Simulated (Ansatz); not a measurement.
# Ga3AsP2: a single-point run

The task is a single-point run on Ga3AsP2. The structure is shown as the input types it. The cell is built on a prototype (ordering on zincblende) and needn't be the phase found in nature.

Program: Ansatz 0.2.0. Level of theory: density functional or hybrid calculation with the settings of its input, plane waves. These are calculated values, not measurements.

1 further run of the same task is left out (it didn't finish).

## Step 1: The system as given

It takes space group P3m1 (No. 156, trigonal). Conventional cell: a = 3.906 Å, b = 3.906 Å, c = 9.562 Å, α = 90.00°, β = 90.00°, γ = 120.00°. Around P (site symmetry 3m) lie 4 Ga at 2.36 to 2.38 Å. As (site symmetry 3m) is surrounded by 4 Ga at 2.41 to 2.45 Å. Ga (site symmetry 3m) has 4 P at 2.36 to 2.38 Å as nearest neighbours. Ga (site symmetry 3m) is surrounded by 3 P at 2.38 Å and 1 As at 2.45 Å. Around Ga (site symmetry 3m) lie 1 P at 2.36 Å and 3 As at 2.41 Å.

As a file:

```cif
data_structure
_symmetry_space_group_name_H-M 'P3m1'
_symmetry_Int_Tables_number 156
_cell_length_a 3.9060
_cell_length_b 3.9060
_cell_length_c 9.5622
_cell_angle_alpha 90.000
_cell_angle_beta 90.000
_cell_angle_gamma 120.000
_cell_volume 126.34
loop_
_atom_site_label
_atom_site_type_symbol
_atom_site_symmetry_multiplicity
_atom_site_Wyckoff_symbol
_atom_site_fract_x
_atom_site_fract_y
_atom_site_fract_z
_atom_site_occupancy
P1 P 1 b 0.33333 0.66667 0.00306 1
P2 P 1 c 0.66667 0.33333 0.33052 1
As1 As 1 a 0.00000 0.00000 0.66634 1
Ga1 Ga 1 c 0.66667 0.33333 0.08325 1
Ga2 Ga 1 a 0.00000 0.00000 0.41034 1
Ga3 Ga 1 b 0.33333 0.66667 0.75648 1
```

## Step 2: Input and run

Contents of input.yaml:

```yaml
crystal:
  lattice:
    - [3.9059637249, 0.0, 0.0]
    - [-1.9529818624, 3.382663812, 0.0]
    - [0.0, 0.0, 9.5621795807]
  atoms:
    - { symbol: P, position: [0.0, 0.0, 0.0030602822] }
    - { symbol: P, position: [0.3333333333, 0.6666666667, 0.3305233904] }
    - { symbol: As, position: [0.6666666667, 0.3333333333, 0.6663422598] }
    - { symbol: Ga, position: [0.3333333333, 0.6666666667, 0.0832499795] }
    - { symbol: Ga, position: [0.6666666667, 0.3333333333, 0.4103402508] }
    - { symbol: Ga, position: [0.0, 0.0, 0.7564838373] }
kpoints:
  mp_grid: { grid: [6, 6, 2] }
hamiltonian:
  xc: pbe
  pseudopotentials: { kind: uspp }
scf:
  occupations: { method: fixed }
  n_extra_bands: 5
output:
  forces: true
  stress: true
  eigenvalues: true
```

Started as:

```sh
> ansatz run input.yaml --threads 4 --pin off --max-ram 4608MiB --backend cpu --events-out ev --progress --plain --runs-dir out
```

What happens when this is run?

The program refused the input before any cycle. It says: «line 17 column 29: unknown variant `uspp`, expected one of nc, nc_fr, paw, paw_fr, all_electron»

A value is not one that its key takes.

The cure: give a value of the kind that the key takes.
